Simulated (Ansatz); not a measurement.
CH5GeIO, SMILES C[O][GeH2][I], a rigid torsion scan

Program: Ansatz 0.2.0 through its Python package.

Script `torsion_ch5geio.py`:
```python
# -*- coding: utf-8 -*-
from dataclasses import dataclass

import ansatz
from ase import Atoms


@dataclass(frozen=True)
class RunConfig:
    basis: str = 'def2-SVP'
    xc: str = 'hf'
    fmax: float = 0.02


opts = RunConfig()

atoms = Atoms(['C', 'O', 'Ge', 'I', 'H', 'H', 'H', 'H', 'H'], positions=[
    (0.5101, 1.2503, 0.2398),
    (0.8689, -0.0329, 0.4384),
    (-0.4496, -1.1073, -0.2192),
    (0.3359, -3.5174, 0.1407),
    (0.3456, 1.5044, -0.8749),
    (-0.4793, 1.5331, 0.7779),
    (1.2729, 1.9767, 0.6239),
    (-1.7097, -0.8226, 0.5355),
    (-0.6063, -0.8306, -1.6792),
])

first = (
    ansatz.Crystal.molecule_from_ase(atoms).calculation()
    .basis(gaussian=opts.basis)
    .functional(opts.xc)
    .relax(force_tolerance=opts.fmax, max_steps=80)
)
atoms.positions = first.run().report['positions_ang']

start = atoms.get_dihedral(0, 1, 2, 3)
energies = {}
for turn in range(0, 360, 30):
    turned = atoms.copy()
    turned.set_dihedral(0, 1, 2, 3, start + turn, indices=[2, 3, 7, 8])
    job = (
        ansatz.Crystal.molecule_from_ase(turned).calculation()
        .basis(gaussian=opts.basis)
        .functional(opts.xc)
    )
    energies[round((start + turn) % 360)] = job.run().report['free_energy_ev']
floor = min(energies.values())
print('dihedral C0-O1-Ge2-I3 (deg)   E - E(min) (eV)')
for angle, e in sorted(energies.items()):
    print(f'{angle:8d} {(e - floor):14.3f}  ' + '#' * int(30 * (e - floor) / max(max(energies.values()) - floor, 1e-9)))
```

`python torsion_ch5geio.py` gives:
```text
dihedral C0-O1-Ge2-I3 (deg)   E - E(min) (eV)
      29          0.053  #################
      59          0.001
      89          0.021  #######
     119          0.067  ######################
     149          0.081  ###########################
     179          0.078  ##########################
     209          0.081  ##########################
     239          0.069  ######################
     269          0.023  #######
     299          0.000
     329          0.050  ################
     359          0.090  ##############################
```

The lowest point is at 299° and the highest at 359°, 0.090 eV (8.7 kJ/mol) above it, with the rest of the molecule held.

Notes:
- The scan is rigid and the energies are electronic, in a modest basis. With rigid groups the curve can differ much from the relaxed path, the start wasn't checked as a minimum of this torsion, and equivalent turns needn't return to the same energy.
- def2 sets replace the cores of elements past krypton by effective core potentials.
- The whole script took 63 s on 1 thread of Arm Neoverse V1, on a shared host, peak memory 0.35 GiB.
